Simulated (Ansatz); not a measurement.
# KLi (Lithium Potassium): levels of theory compared

Aim: a comparison of 6 runs (B3LYP/6-31G*, B3LYP/def2-TZVP, CAM-B3LYP/def2-TZVP, r2SCAN0/def2-TZVP, wB97X/def2-TZVP, MP2/def2-TZVP) of KLi (Lithium Potassium). 

The calculation is run with Ansatz 0.2.0.

38 further runs of the same task are left out: 38 set aside as unsound or not needed.

## 1. The structure to begin with

KLi has 2 atoms, charge 0, and is taken as a singlet. SMILES: `[Li][K]`. The Li1–K2 distance was set to 4.251 Å, away from the relaxed value.

Bond lengths: Li1–K2 4.251 Å.

## 2. A single-point energy at B3LYP/6-31G(d) (spherical functions) (run 1)

job.yaml reads:

```yaml
basis:
  gaussian: {orbitals: 6-31G_st_-spherical.json}
crystal:
  periodic: [false, false, false]
  atoms:
    - {symbol: Li, position_ang: [0.000000, 0.000000, -0.981000]}
    - {symbol: K, position_ang: [0.000000, 0.000000, 3.270000]}
hamiltonian: {xc: {name: B3LYP}}
accuracy: high
output: {orbitals: {seedname: orbitals}}
```

The basis set 6-31G* is read from a file made from the Basis Set Exchange's data (not shown).

On the command line:

```console
$ ansatz run job.yaml --threads 1 --pin off --max-ram 3480MiB --events-out events.jsonl --progress --plain --runs-dir runs
```

The log of the run:

```text
Warning: RAYON_NUM_THREADS=1 ignored (pool sized by the plan → 1); use --threads N
Functional definition: B3LYP
  name "B3LYP"
  parameter a0 = 0.2
  parameter ax = 0.72
  parameter ac = 0.81
  exchange = (1 - a0 - ax)*slater_x + ax*b88_x + a0*exact_x
  correlation = (1 - ac)*vwn_rpa_c + ac*lyp_c
871 factors; integrals over basis functions are off by at most 3.1e-9 eV
mean field evaluation 1: about -16527.8999 eV, gradient 3.9e0 eV
mean field evaluation 2: about -16527.4081 eV, gradient 7.2e0 eV
mean field evaluation 4: about -16528.0855 eV, gradient 4.9e-1 eV
mean field evaluation 8: about -16528.0912 eV, gradient 2.0e-2 eV
mean field evaluation 16: about -16528.0912 eV, gradient 6.6e-7 eV
mean field -16528.09121468 eV, -607.3961489969 hartree, gradient 1.5e-8 eV, S^2 0.000000; 0 other end points of the search recorded, 0 dependent functions left out
reference -16528.09124048 eV, -607.3961499451 hartree; 11, 11 occupied and 35, 35 virtual orbitals, 871 factors
Total energy: -16528.09124048 eV, -607.3961499451 hartree
```

It took 3.9 s on 1 thread of Intel Xeon Platinum 8488C (Sapphire Rapids), shared host; peak memory 0.15 GiB.

## 3. A single-point energy at B3LYP/def2-TZVP (run 2)

molecule.yaml reads:

```yaml
crystal:
  periodic: [false, false, false]
  atoms:
    - {symbol: Li, position_ang: [0.000000, 0.000000, -0.981000]}
    - {symbol: K, position_ang: [0.000000, 0.000000, 3.270000]}
basis:
  gaussian:
    orbitals: def2-TZVP
hamiltonian:
  xc: {name: B3LYP}
accuracy: high
output: {orbitals: {seedname: orbitals}}
```

On the command line:

```console
$ ansatz run molecule.yaml --threads 1 --pin off --max-ram 3480MiB --events-out events.jsonl --progress --plain --runs-dir runs
```

The log of the run:

```text
Warning: RAYON_NUM_THREADS=1 ignored (pool sized by the plan → 1); use --threads N
Functional definition: B3LYP
  name "B3LYP"
  parameter a0 = 0.2
  parameter ax = 0.72
  parameter ac = 0.81
  exchange = (1 - a0 - ax)*slater_x + ax*b88_x + a0*exact_x
  correlation = (1 - ac)*vwn_rpa_c + ac*lyp_c
805 factors; integrals over basis functions are off by at most 3.8e-9 eV
mean field evaluation 1: about -16528.8971 eV, gradient 4.5e0 eV
mean field evaluation 2: about -16528.2297 eV, gradient 8.5e0 eV
mean field evaluation 4: about -16529.1223 eV, gradient 8.6e-1 eV
mean field evaluation 8: about -16529.1298 eV, gradient 8.4e-2 eV
mean field evaluation 16: about -16529.1299 eV, gradient 5.5e-6 eV
mean field -16529.12989077 eV, -607.4343196391 hartree, gradient 1.2e-8 eV, S^2 0.000000; 0 other end points of the search recorded, 0 dependent functions left out
reference -16529.12991710 eV, -607.4343206068 hartree; 11, 11 occupied and 36, 36 virtual orbitals, 805 factors
Total energy: -16529.12991710 eV, -607.4343206068 hartree
```

Wall time 2.9 s (1 thread of Intel Xeon Platinum 8488C (Sapphire Rapids), shared host); peak memory 0.15 GiB.

Run 3 isn't shown in full; the table further down has it.

## 4. The energy at r2SCAN0/def2-TZVP (run 4)

job.yaml reads:

```yaml
crystal:
  periodic: [false, false, false]
  atoms:
    - {symbol: Li, position_ang: [0.000000, 0.000000, -0.981000]}
    - {symbol: K, position_ang: [0.000000, 0.000000, 3.270000]}
basis:
  gaussian: {orbitals: def2-TZVP}
hamiltonian: {xc: {name: r2SCAN0}}
accuracy: high
output: {orbitals: {seedname: orbitals}}
```

On the command line:

```console
$ ansatz run job.yaml --threads 1 --pin off --max-ram 3480MiB --events-out events.jsonl --progress --plain --runs-dir runs
```

The log of the run:

```text
Warning: RAYON_NUM_THREADS=1 ignored (pool sized by the plan → 1); use --threads N
Functional definition: r2SCAN0
  name "r2SCAN0"
  parameter a = 0.25
  parameter k0 = 0.174
  parameter k1 = 0.065
  parameter a1 = 4.9479
  exchange = (1 - a)*r2scan_x(k0 = k0, k1 = k1, a1 = a1) + a*exact_x
  correlation = r2scan_c
805 factors; integrals over basis functions are off by at most 3.8e-9 eV
mean field evaluation 1: about -16527.1293 eV, gradient 3.9e0 eV
mean field evaluation 2: about -16527.1588 eV, gradient 3.6e0 eV
mean field evaluation 4: about -16527.2559 eV, gradient 3.2e-1 eV
mean field evaluation 8: about -16527.2553 eV, gradient 1.6e-2 eV
mean field evaluation 16: about -16527.2553 eV, gradient 5.3e-6 eV
mean field -16527.25525864 eV, -607.3654281791 hartree, gradient 3.9e-8 eV, S^2 0.000000; 0 other end points of the search recorded, 0 dependent functions left out
reference -16527.25525928 eV, -607.3654282027 hartree; 11, 11 occupied and 36, 36 virtual orbitals, 805 factors
Total energy: -16527.25525928 eV, -607.3654282027 hartree
```

Wall time 6.9 s (1 thread of Intel Xeon Platinum 8488C (Sapphire Rapids), shared host); peak memory 0.23 GiB.

Run 5 isn't shown in full; the table further down has it.

## 5. The energy at MP2/def2-TZVP (run 6)

in.yaml reads:

```yaml
crystal:
  periodic: [false, false, false]
  atoms:
    - {symbol: Li, position_ang: [0.000000, 0.000000, -0.981000]}
    - {symbol: K, position_ang: [0.000000, 0.000000, 3.270000]}
basis:
  gaussian:
    orbitals: def2-TZVP
correlation:
  method: mp2
  frozen_orbitals: {K: 5, Li: 0}
accuracy: high
```

On the command line:

```console
$ ansatz run in.yaml --threads 1 --pin off --max-ram 3480MiB --events-out events.jsonl --progress --plain --runs-dir runs
```

The log of the run:

```text
Warning: RAYON_NUM_THREADS=1 ignored (pool sized by the plan → 1); use --threads N
Functional definition: HF
  name "HF"
  exchange = exact_x
  correlation = 0
805 factors; integrals over basis functions are off by at most 3.8e-9 eV
mean field evaluation 1: about -16505.8165 eV, gradient 2.7e0 eV
mean field evaluation 2: about -16505.8168 eV, gradient 2.7e0 eV
mean field evaluation 4: about -16505.8719 eV, gradient 3.2e-1 eV
mean field evaluation 8: about -16505.8729 eV, gradient 1.7e-4 eV
mean field -16505.87289187 eV, -606.5796406936 hartree, gradient 2.5e-8 eV, S^2 0.000000; 0 other end points of the search recorded, 0 dependent functions left out; unrestricted orbitals would lower it
mean field evaluation 16: about -16506.0964 eV, gradient 9.1e-1 eV
5 core orbitals not correlated: weight in the atoms' cores, before any rotation towards them, 1.000 or more for the frozen orbitals, at most 0.000 for the correlated occupied ones
reference -16505.87289187 eV, -606.5796406936 hartree; 6, 6 occupied and 36, 36 virtual orbitals, 805 factors
second order -5.54682636 eV of doubles, -0.00000000 eV of singles
Total energy: -16511.41971822 eV, -606.7834828025 hartree
```

Run time: 0.69 s. Hardware: 1 thread of Intel Xeon Platinum 8488C (Sapphire Rapids), shared host; peak memory 0.1 GiB.

## 6. The series

```
run                               level  frozen core orbitals  energy (Eh)  HOMO energy (eV)  LUMO energy (eV)  HOMO–LUMO gap (eV)  wall time
  1  B3LYP/6-31G* (spherical functions)                     –  -607.396150             -3.05             -1.70                1.35      3.9 s
  2                     B3LYP/def2-TZVP                     –  -607.434321             -3.05             -1.69                1.35      2.9 s
  3                 CAM-B3LYP/def2-TZVP                     –  -607.415966             -3.74             -0.99                2.75      3.9 s
  4                   r2SCAN0/def2-TZVP                     –  -607.365428             -3.07             -1.44                1.62      6.9 s
  5                     wB97X/def2-TZVP                     –  -607.404529             -4.28             -0.38                3.90       17 s
  6                       MP2/def2-TZVP                     5  -606.783483                 –                 –                   –     0.69 s
```

## 7. What came out

```
                                          quantity          value
                               run 6: total energy  -606.78348 Eh
run 6: correlation energy (5 core orbitals frozen)     -203.8 mEh
```

In words: Over runs 1, 2, 3, 4, 5 the HOMO–LUMO gap runs from 1.35 eV (B3LYP/6-31G*) to 3.90 eV (wB97X/def2-TZVP). The two ends differ in method and basis. Totals of different functionals can't be ranked against each other. In run 6 the log says that unrestricted orbitals would lower the reference, so the values rest on an unstable closed-shell determinant (other closed-shell runs at this shape may share the fault). All runs together took 35 s, the longest 17 s.
